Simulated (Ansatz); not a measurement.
BPd4:

```
Pd B
1.0
     2.89203    0.00000    0.00000
     0.00000    4.36501    0.00000
     0.00000    0.00000    5.85632
Pd B
4 1
Direct
  0.50000 0.00000 0.19758
  0.00000 0.00000 0.61947
  0.00000 0.50000 0.32916
  0.50000 0.50000 0.86756
  0.50000 0.00000 0.86323
```

The cell comes from a database or a generator and needn't be the stable form of this composition.

Base run:

| Item | Value |
| --- | --- |
| Program | Ansatz 0.2.0 |
| Functional | PBE |
| Potentials or basis | Ansatz PAW |
| Cutoff | 420 eV |
| Density cutoff | 1680 eV |
| k mesh | 9 × 6 × 5 |
| Occupations | fermi-dirac, width 0.05 eV |
| Spin | no spin polarisation |

Its results: band gap on the k mesh none (metal or under the smearing width); pressure -1.2 GPa; largest force 0.271 eV/Å.

Task: The run is repeated on the same cell with these changes: functional from PBE to RPBE. What comes out?

Result: Band gap on the k mesh none (metal or under the smearing width); pressure 2.8 GPa; largest force 0.279 eV/Å.

RPBE binds less tightly than PBE, so the same cell stands under more pressure.

Caveats: the density of states is complete only up to the lowest level of the last band computed; the potentials were made for another functional, which shifts forces and pressure (some runs); the PAW data sets come from PBE, with cores solved anew for the run's functional, which leaves a small shift of forces and pressure (some runs).

Not every run made on this cell is shown here.
